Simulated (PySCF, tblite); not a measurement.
# C₈H₁₅FO: geometry, infrared bands and NMR shifts

What infrared bands and NMR shifts should C₈H₁₅FO (`CC[C@@](C)(C(=O)F)C(C)C`) show?

Programs: tblite 0.8.0 and PySCF 2.14.0, with density-fitted response routines of our own. Each step states its level of theory. These are calculated values for one molecule in the gas phase, unless marked as measured. Atoms count from 0, in the outputs and in this text.

### Step 1. Starting geometry

25 atoms, charge 0, multiplicity 1; geometry from: force field or distance geometry start.

Bonds of the start (Å): C0–C1 1.52, C1–C2 1.50, C2–C3 1.51, C2–C4 1.50, C4–O5 1.24, C4–F6 1.35, C2–C7 1.52, C7–C8 1.53, C7–C9 1.50, C0–H10 1.12, C0–H11 1.09, C0–H12 1.09, C1–H13 1.10, C1–H14 1.12, C3–H15 1.09, C3–H16 1.13, C3–H17 1.11, C7–H18 1.12, C8–H19 1.09, C8–H20 1.13, C8–H21 1.12, C9–H22 1.12, C9–H23 1.13, C9–H24 1.13.

### Step 2. Geometry optimisation with GFN2-xTB

The job: settings as JSON, then the geometry in Å.

```
{"job": {"kind": "relax", "xc": "GFN2-xTB", "basis": "xTB"}, "charge": 0, "multiplicity": 1}
C      2.696700     0.026600    -0.095100
C      1.355200     0.584600     0.364300
C      0.202700    -0.321200     0.030000
C      0.055100    -0.523800    -1.458200
C      0.416100    -1.685900     0.624700
O      0.474000    -2.684600    -0.109500
F      0.556700    -1.845900     1.953400
C     -1.048100     0.327800     0.586500
C     -2.304300    -0.488700     0.300700
C     -1.280500     1.735100     0.111000
H      3.453500     0.777900     0.252400
H      2.796600    -0.028100    -1.183100
H      2.913500    -0.914000     0.421000
H      1.430400     0.729200     1.456500
H      1.187000     1.541100    -0.189800
H      0.344500     0.353300    -2.046300
H      0.725300    -1.396900    -1.718800
H     -0.975900    -0.837500    -1.741300
H     -0.947800     0.342500     1.702900
H     -2.078500    -1.459900    -0.141100
H     -2.956400     0.167900    -0.341000
H     -2.914700    -0.631700     1.233100
H     -0.502100     2.447500     0.496500
H     -2.283900     2.048200     0.515500
H     -1.326000     1.760700    -1.015100
```

Launch:

```sh
OMP_NUM_THREADS=1 python probes_run.py task.json out
```

One launch serves the whole session: the jobs run in the order shown.

**Question.** This job is followed by: GFN2-xTB harmonic vibrations, gas phase; GIAO PBE0/pcSseg-1 NMR shielding, non-relativistic, gas phase. Predict these results of the whole session: strongest single infrared mode (GFN2-xTB); zero-point energy (GFN2-xTB); 13C shifts against TMS (PBE0/pcSseg-1); 1H shifts against TMS (PBE0/pcSseg-1, means over atoms taken as alike); 17O shifts against H2O (PBE0/pcSseg-1); 19F shifts against CFCl3 (PBE0/pcSseg-1).

The runs gave:

| quantity | value |
| --- | --- |
| strongest single infrared mode (GFN2-xTB) | 1862 cm⁻¹, 417 km/mol |
| zero-point energy (GFN2-xTB) | 135.4 kcal/mol |
| 13C shifts against TMS (PBE0/pcSseg-1) | 178.2, 53.5, 39.3, 35.5, 21.7, 17.6, 14.1, 12.5 ppm |
| 1H shifts against TMS (PBE0/pcSseg-1, means over atoms taken as alike) | 2.03, 1.77, 1.59, 1.06, 1.04, 1.02, 0.93 ppm |
| 17O shifts against H2O (PBE0/pcSseg-1) | 465.3 ppm |
| 19F shifts against CFCl3 (PBE0/pcSseg-1) | 24.9 ppm |

In words: Relaxing lowered the energy by 0.900 eV in 108 steps; the close pair that moved most is C4–O5, from 1.241 to 1.180 Å. All 69 modes are real, so the xTB geometry is a minimum. The strongest single mode, at 1862 cm⁻¹, moves mainly C4 and O5. GFN2-xTB is a fitted tight-binding method: band positions and strengths are rough. Its intensities can rank the bands wrongly. At PBE0/pcSseg-1: The largest span, 685 ppm, is at O5, where the paramagnetic term is -532 ppm.
